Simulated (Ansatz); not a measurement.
# Al (Al, A15): the cost of one run

Computed with Ansatz 0.2.0 (DFT LDA (PW92), plane waves (420 eV) with PAW, scalar-relativistic; PAW files made under PBE, frozen cores solved again for the functional, unless a step says otherwise).

## 1. The starting structure

The structure is cubic, space group Pm-3n (No. 223). Conventional cell: a = 5.102 Å, b = 5.102 Å, c = 5.102 Å, α = 90.00°, β = 90.00°, γ = 90.00°. Around Al (site symmetry m-3) lie 12 Al at 2.85 Å. Al (site symmetry -4m2) is surrounded by 6 Al at 2.55 to 2.85 Å.

As a file:

```cif
data_structure
_symmetry_space_group_name_H-M 'P 1'
_symmetry_Int_Tables_number 1
_cell_length_a 5.1022
_cell_length_b 5.1022
_cell_length_c 5.1022
_cell_angle_alpha 90.000
_cell_angle_beta 90.000
_cell_angle_gamma 90.000
_cell_volume 132.82
loop_
_atom_site_label
_atom_site_type_symbol
_atom_site_fract_x
_atom_site_fract_y
_atom_site_fract_z
_atom_site_occupancy
Al1 Al 0.00000 0.00000 0.00000 1
Al2 Al 0.50000 0.50000 0.50000 1
Al3 Al 0.25000 0.00000 0.50000 1
Al4 Al 0.75000 0.00000 0.50000 1
Al5 Al 0.50000 0.25000 0.00000 1
Al6 Al 0.50000 0.75000 0.00000 1
Al7 Al 0.00000 0.50000 0.25000 1
Al8 Al 0.00000 0.50000 0.75000 1
```

## 2. Relaxation of the cell

Contents of input.yaml:

```yaml
crystal:
  lattice:
    - [5.1021510852, 0.0, 0.0]
    - [0.0, 5.1021510852, 0.0]
    - [0.0, 0.0, 5.1021510852]
  atoms:
    - { symbol: Al, position: [0.0, 0.0, 0.0] }
    - { symbol: Al, position: [0.5, 0.5, 0.5] }
    - { symbol: Al, position: [0.25, 0.0, 0.5] }
    - { symbol: Al, position: [0.75, 0.0, 0.5] }
    - { symbol: Al, position: [0.5, 0.25, 0.0] }
    - { symbol: Al, position: [0.5, 0.75, 0.0] }
    - { symbol: Al, position: [0.0, 0.5, 0.25] }
    - { symbol: Al, position: [0.0, 0.5, 0.75] }
hamiltonian:
  xc: lda
  pseudopotentials:
    kind: paw
    azcp:
      Al: "pseudopotentials/Al.paw.azcp"
basis:
  ecutwfc: 420
  fft_grid_basis: typed
kpoints:
  mp_grid: { grid: [5, 5, 5], shift: [0, 0, 0] }
magnetization:
  spin_polarized: false
scf:
  occupations: { method: fermi_dirac, width: 0.1 }
relax:
  max_steps: 60
  f_tol: 0.01
  cell: {}
```

Q: Estimate wall time and peak memory on 2 threads of an x86-64 CPU, shared host.

About 5.2 s, with a peak of 0.53 GiB.
